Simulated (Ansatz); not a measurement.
This script drives Ansatz's Python interface.

`formation_sc2al.py`
```python
"""Formation energy of Sc2Al from the elements, after relaxing atoms and volume at fixed cell shape."""

from collections import Counter
import warnings

import ansatz as az
import numpy as np

config = {
    "functional": "pbesol",
    "scf_tol": 1e-07,
    "ecut": 460,
    "kspacing": 0.27,
    "occupations": "cold",
    "width_ev": 0.05,
}

PHASES = {
    "Sc2Al": (
        [(4.89261, 0.0, 0.0), (-2.44631, 4.23713, 0.0), (0.0, 0.0, 6.16142)],
        [
            ("Sc", (0.0, 0.0, 0.0)),
            ("Sc", (0.0, 0.0, 0.5)),
            ("Sc", (1 / 3, 2 / 3, 0.75)),
            ("Sc", (2 / 3, 1 / 3, 0.25)),
            ("Al", (1 / 3, 2 / 3, 0.25)),
            ("Al", (2 / 3, 1 / 3, 0.75)),
        ],
    ),
    "Sc": (
        [(3.309, 0.0, 0.0), (-1.6545, 2.86568, 0.0), (0.0, 0.0, 5.2733)],
        [
            ("Sc", (1 / 3, 2 / 3, 0.25)),
            ("Sc", (2 / 3, 1 / 3, 0.75)),
        ],
    ),
    "Al": (
        [(0.0, 2.02481, 2.02481), (2.02481, 0.0, 2.02481), (2.02481, 2.02481, 0.0)],
        [
            ("Al", (0.0, 0.0, 0.0)),
        ],
    ),
}


def build(vectors, sites):
    crystal = az.Crystal(lattice=az.Lattice.of(vectors))
    for symbol, position in sites:
        crystal = crystal.atom(symbol, position)
    return crystal


def solve(name, crystal):
    calc = (
        crystal.calculation()
        .functional(config["functional"])
        .scf(tolerance=config["scf_tol"])
        .basis(config["ecut"])
        .kpoints(spacing=config["kspacing"])
        .occupations(config["occupations"], width=config["width_ev"])
        .stress()
    )
    calc = calc.relax(force_tolerance=0.03, max_steps=40, fix_cell=["shape"])
    return calc.run(threads=1)


def counts(outcome):
    return Counter(site.symbol for site in outcome.lattice.sites)

def formation_energy(outcome, mu):
    n = counts(outcome)
    return (outcome.report["energy_sigma0_ev"] - sum(k * mu[element] for element, k in n.items())) / sum(n.values())


def volume_per_atom(outcome):
    return abs(np.linalg.det(outcome.lattice.cell_ang)) / len(outcome.lattice.sites)


def main() -> None:
    warnings.simplefilter("ignore", az.DeckWarning)

    phases = {name: build(*cell) for name, cell in PHASES.items()}

    done = {name: solve(name, crystal) for name, crystal in phases.items()}

    # energy of one atom in its reference phase
    references = {"Sc": "Sc", "Al": "Al"}
    mu = {element: done[name].report["energy_sigma0_ev"] / len(done[name].lattice.sites) for element, name in references.items()}

    target = done["Sc2Al"]
    heat = formation_energy(target, mu)
    rows = [(name, len(o.lattice.sites), volume_per_atom(o), formation_energy(o, mu)) for name, o in done.items()]
    print("| phase | atoms | V (A^3/atom) | E_form (eV/atom) |")
    print("| --- | --- | --- | --- |")
    for row in rows:
        print(f"| {row[0]} | {row[1]:d} | {row[2]:.3f} | {row[3]:.4f} |")


if __name__ == "__main__":
    main()
```

It is started by `python formation_sc2al.py`. Estimate its wall time and peak memory on 1 thread of Arm Neoverse V2, with other jobs on the host.

It took about 22 s, with a peak of 0.49 GiB, for 3 runs of the engine.

```console
$ python formation_sc2al.py
| phase | atoms | V (A^3/atom) | E_form (eV/atom) |
| --- | --- | --- | --- |
| Sc2Al | 6 | 20.682 | -0.3645 |
| Sc | 2 | 23.689 | 0.0000 |
| Al | 1 | 16.084 | 0.0000 |
```

Caveats:
- For the metals among these phases the mesh is modest: differences between phases can be off by up to 40 meV an atom.
- The program warned that this SCF threshold is loose for forces or stresses.
- Atoms and volume are relaxed with the cell's shape held, which in cells of lower than cubic symmetry can hide stresses and shift volumes.
- The cells come from databases of deposited and of computed structures, and not all need be stable phases.
- The compound is the structure given, not necessarily its lowest; energies are at zero temperature, with no correction for gases. A semilocal functional's error on such energies is often 0.05 to 0.1 eV an atom, and 0.1 to 0.3 eV against gases such as O2 or F2.
- The script silences the warnings on its input, which a real study should read.

(Lines on the test bed's own set-up are left out of the output.)
